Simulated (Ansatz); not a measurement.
# The cluster Li₃Br₃: structure and electronic state

What does the cluster Li₃Br₃ look like as a singlet, and where do its frontier electrons sit?

Program: Ansatz 0.2.0, Gaussian basis. Level of theory: RKS PBE0-D4/def2-TZVP. These are calculated values, not measurements.

The runs, in order: relaxation at PBE0-D4/def2-SVP; a search for the lowest solution at PBE0-D4/def2-SVP; a single point at PBE0-D4/def2-TZVP.

1 further run of the same task is left out (set aside as unsound or not needed). Runs told in other sessions of the task aren't counted.

## Step 1: The starting structure

6 atoms, charge 0, spin multiplicity 1.

Atoms are counted from 1 here; the program's logs count them from 0.

Bond lengths: Li1–Br4 2.323 Å, Li1–Br5 2.324 Å, Li2–Br4 2.322 Å, Li2–Br6 2.321 Å, Li3–Br5 2.323 Å, Li3–Br6 2.322 Å. Angles: Br4–Li1–Br5 160.6°, Br4–Li2–Br6 159.3°, Br5–Li3–Br6 160.7°, Li1–Br4–Li2 80.1°, Li1–Br5–Li3 79.2°, Li2–Br6–Li3 80.1°.

As a file:

```
Li    0.36506    1.25436   -1.10817
Li    0.63726    0.04852    1.61295
Li   -1.00875   -1.29355   -0.48701
Br    1.58422    1.97728    0.73236
Br   -0.98405   -0.06931   -2.46060
Br   -0.59374   -1.91730    1.71047
```

The start is a GFN1-xTB geometry.

## Step 2: Relaxation at PBE0-D4/def2-SVP

The input, in.yaml:

```yaml
crystal:
  periodic: [false, false, false]
  atoms:
    - {symbol: Li, position_ang: [0.365060, 1.254360, -1.108170]}
    - {symbol: Li, position_ang: [0.637260, 0.048520, 1.612950]}
    - {symbol: Li, position_ang: [-1.008750, -1.293550, -0.487010]}
    - {symbol: Br, position_ang: [1.584220, 1.977280, 0.732360]}
    - {symbol: Br, position_ang: [-0.984050, -0.069310, -2.460600]}
    - {symbol: Br, position_ang: [-0.593740, -1.917300, 1.710470]}
basis:
  gaussian: {orbitals: def2-SVP}
hamiltonian: {xc: pbe0, dispersion: d4}
scf: {lower_state_search: "off"}
output: {orbitals: {seedname: orbitals}}
relax: {f_tol: 0.02, max_steps: 100}
```

Launch:

```console
ansatz run in.yaml --threads 4 --pin off --events-out ev --progress --plain --max-ram 3916MiB
```

After this run come: Searching for the lowest solution, PBE0-D4/def2-SVP; Single point, PBE0-D4/def2-TZVP.

Q: Predict the results of all the runs planned. Wanted: point group; commonest bond; HOMO, LUMO at PBE0-D4/def2-TZVP; dipole at PBE0-D4/def2-SVP.

The runs gave:

| quantity | value |
| --- | --- |
| point group | D3h |
| commonest bond | Br–Li, 6 of mean length 2.336 Å |
| HOMO, LUMO at PBE0-D4/def2-TZVP | -8.02, -0.80 eV |
| dipole at PBE0-D4/def2-SVP | 0.00 D |

What this shows: The relaxation broke 3 and made 0 bonds, so the end is another structure than the start. No usable vibrations, so a minimum isn't proven. The HOMO lies nearest to Br4, Br6 about 47 % each and the LUMO to Li1, Li2, Li3 about 24 % each; Br4, Br5, Br6 about 9 % each. Whether this spin is the lowest isn't tested here.
